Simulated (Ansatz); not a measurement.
# GaHF (doublet): wave-function methods side by side, cc-pVDZ

Aim: climb from Hartree-Fock through coupled cluster for GaHF (doublet) at one geometry and basis, and see what each rung misses.

The runs use Ansatz 0.2.0, Gaussian basis; cc-pVDZ, core rule «outside noble gas», up to 15 orbitals frozen.

To be run: UHF; CCSD(T) on ROHF; CCSD(T) on UHF; BCCD(T) on ROHF; CISD as a restricted active space (open shells left free, so some higher excitations enter); CCSDT(Q) on ROHF; CCSDT(Q) on UHF.

34 further runs of the same task are left out: 15 for a known fault of the program, 8 that didn't finish, 11 set aside as unsound or not needed. Runs told in other sessions of the task aren't counted.

## (1) What is computed

The geometry is a PBE0/def2-TZVP stationary point (not a proven minimum). No spin-orbit coupling is included. The filled d shell of Ga may be among the frozen orbitals whatever the setting's name suggests.

3 atoms, charge 0, spin multiplicity 2.

Atoms are counted from 1 here; the program's logs count them from 0.

Bond lengths: F1–Ga2 1.767 Å, Ga2–H3 1.610 Å. Angles: F1–Ga2–H3 114.2°.

Geometry (Å):

```xyz
3
charge 0, multiplicity 2
F     0.00000    0.08487    1.39802
Ga    0.00000   -0.04299   -0.36462
H     0.00000    1.37432   -1.12843
```

## (2) UHF

Input file in.yaml:

```yaml
crystal:
  periodic: [false, false, false]
  atoms:
    - {symbol: F, position_ang: [0.000000, 0.084867, 1.398020]}
    - {symbol: Ga, position_ang: [0.000000, -0.042993, -0.364625]}
    - {symbol: H, position_ang: [0.000000, 1.374322, -1.128426]}
basis:
  gaussian: {orbitals: cc-pVDZ}
magnetization: {spin_polarized: true, initial_magnetization: 1}
hamiltonian: {xc: hf}
output: {orbitals: {seedname: orbitals}}
```

Run with:

```console
> ansatz run in.yaml --threads 1 --pin off --events-out ev --progress --plain --max-ram 2393MiB
```

The runs that follow: CCSD(T) on ROHF; CCSD(T) on UHF; BCCD(T) on ROHF; CISD as a restricted active space (open shells left free, so some higher excitations enter); CCSDT(Q) on ROHF; CCSDT(Q) on UHF.

**Question.** What will the summary of the whole plan be? Wanted: UCCSDT(Q) from the RHF energy; RMP2 from UCCSDT(Q); UMP2 from UCCSDT(Q); RCCSD from UCCSDT(Q); RCCSD(T) from UCCSDT(Q); UCCSD(T) from UCCSDT(Q); RCCSDT(Q) from UCCSDT(Q); T1 diagnostic.

As calculated:

| quantity | value |
| --- | --- |
| UCCSDT(Q) from the ROHF energy | -7.0470 eV |
| RMP2 from UCCSDT(Q) | +480.6 meV |
| UMP2 from UCCSDT(Q) | +458.5 meV |
| RCCSD from UCCSDT(Q) | +158.9 meV |
| RCCSD(T) from UCCSDT(Q) | +37.0 meV |
| UCCSD(T) from UCCSDT(Q) | +30.3 meV |
| RCCSDT(Q) from UCCSDT(Q) | +9.8 meV |
| levels within 1 kcal/mol (43 meV) | RCCSD(T), UCCSD(T), BCCD(T), RCCSDT, UCCSDT, RCCSDT(Q) |
| T1 diagnostic | 0.025 |

RCCSD(T) lands +37.0 meV from the yardstick (0.5 % of the correlation energy). These misses are within one basis, not against nature; the frozen cores of restricted and unrestricted runs differ, which can shift their rows.
